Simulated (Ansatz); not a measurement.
# ZnSb: the cost of one run

Computed with Ansatz 0.2.0 (DFT PBEsol, scalar-relativistic, plane waves, PAW, unless a step's input says otherwise).

## (1) The starting structure

It takes space group Pbca (No. 61, orthorhombic). The conventional cell has a = 6.218 Å, b = 7.741 Å, c = 8.115 Å, α = 90.00°, β = 90.00°, γ = 90.00°. Zn (site symmetry 1) is surrounded by 4 Sb at 2.64 to 2.94 Å and 1 Zn at 2.82 Å. Sb (site symmetry 1) is surrounded by 4 Zn at 2.64 to 2.94 Å and 1 Sb at 2.81 Å.

As a file:

```cif
data_structure
_symmetry_space_group_name_H-M 'P 1'
_symmetry_Int_Tables_number 1
_cell_length_a 6.2180
_cell_length_b 7.7410
_cell_length_c 8.1150
_cell_angle_alpha 90.000
_cell_angle_beta 90.000
_cell_angle_gamma 90.000
_cell_volume 390.60
loop_
_atom_site_label
_atom_site_type_symbol
_atom_site_fract_x
_atom_site_fract_y
_atom_site_fract_z
_atom_site_occupancy
Zn1 Zn 0.45390 0.11150 0.86730 1
Zn2 Zn 0.04610 0.88850 0.36730 1
Zn3 Zn 0.95390 0.38850 0.13270 1
Zn4 Zn 0.54610 0.61150 0.63270 1
Zn5 Zn 0.54610 0.88850 0.13270 1
Zn6 Zn 0.95390 0.11150 0.63270 1
Zn7 Zn 0.04610 0.61150 0.86730 1
Zn8 Zn 0.45390 0.38850 0.36730 1
Sb1 Sb 0.14200 0.08410 0.10830 1
Sb2 Sb 0.35800 0.91590 0.60830 1
Sb3 Sb 0.64200 0.41590 0.89170 1
Sb4 Sb 0.85800 0.58410 0.39170 1
Sb5 Sb 0.85800 0.91590 0.89170 1
Sb6 Sb 0.64200 0.08410 0.39170 1
Sb7 Sb 0.35800 0.58410 0.10830 1
Sb8 Sb 0.14200 0.41590 0.60830 1
```

The structure rests on an entry of the Crystallography Open Database; cell or positions may have been set otherwise for this series.

## (2) Relaxing cell and atoms: ZnSb, no spin

Contents of input.yaml:

```yaml
crystal:
  lattice:
    - [6.218, 0.0, 0.0]
    - [0.0, 7.741, 0.0]
    - [0.0, 0.0, 8.115]
  atoms:
    - { symbol: Zn, position: [0.4539, 0.1115, 0.8673] }
    - { symbol: Zn, position: [0.0461, 0.8885, 0.3673] }
    - { symbol: Zn, position: [0.9539, 0.3885, 0.1327] }
    - { symbol: Zn, position: [0.5461, 0.6115, 0.6327] }
    - { symbol: Zn, position: [0.5461, 0.8885, 0.1327] }
    - { symbol: Zn, position: [0.9539, 0.1115, 0.6327] }
    - { symbol: Zn, position: [0.0461, 0.6115, 0.8673] }
    - { symbol: Zn, position: [0.4539, 0.3885, 0.3673] }
    - { symbol: Sb, position: [0.142, 0.0841, 0.1083] }
    - { symbol: Sb, position: [0.358, 0.9159, 0.6083] }
    - { symbol: Sb, position: [0.642, 0.4159, 0.8917] }
    - { symbol: Sb, position: [0.858, 0.5841, 0.3917] }
    - { symbol: Sb, position: [0.858, 0.9159, 0.8917] }
    - { symbol: Sb, position: [0.642, 0.0841, 0.3917] }
    - { symbol: Sb, position: [0.358, 0.5841, 0.1083] }
    - { symbol: Sb, position: [0.142, 0.4159, 0.6083] }
scf:
  occupations: { method: gaussian, width: 0.02 }
output:
  forces: true
  stress: true
  eigenvalues: true
  write_density: true
  write_potential: true
  elf: true
  volumetric_format: npy
kpoints:
  mp_grid: { grid: [6, 6, 4] }
hamiltonian:
  xc: pbesol
relax:
  f_tol: 0.01
  adjacent_minimum: "off"
  cell: { stress_tol: 0.05 }
```

Started as:

```console
$ ansatz run input.yaml --threads 4 --pin off --max-ram 12288MiB --backend cpu --events-out ev --progress --plain --runs-dir out
```

Q: Estimate wall time and peak memory on 4 threads of Intel Xeon 6975P-C (Granite Rapids), shared host.

About 3 min, with a peak of 2.6 GiB.
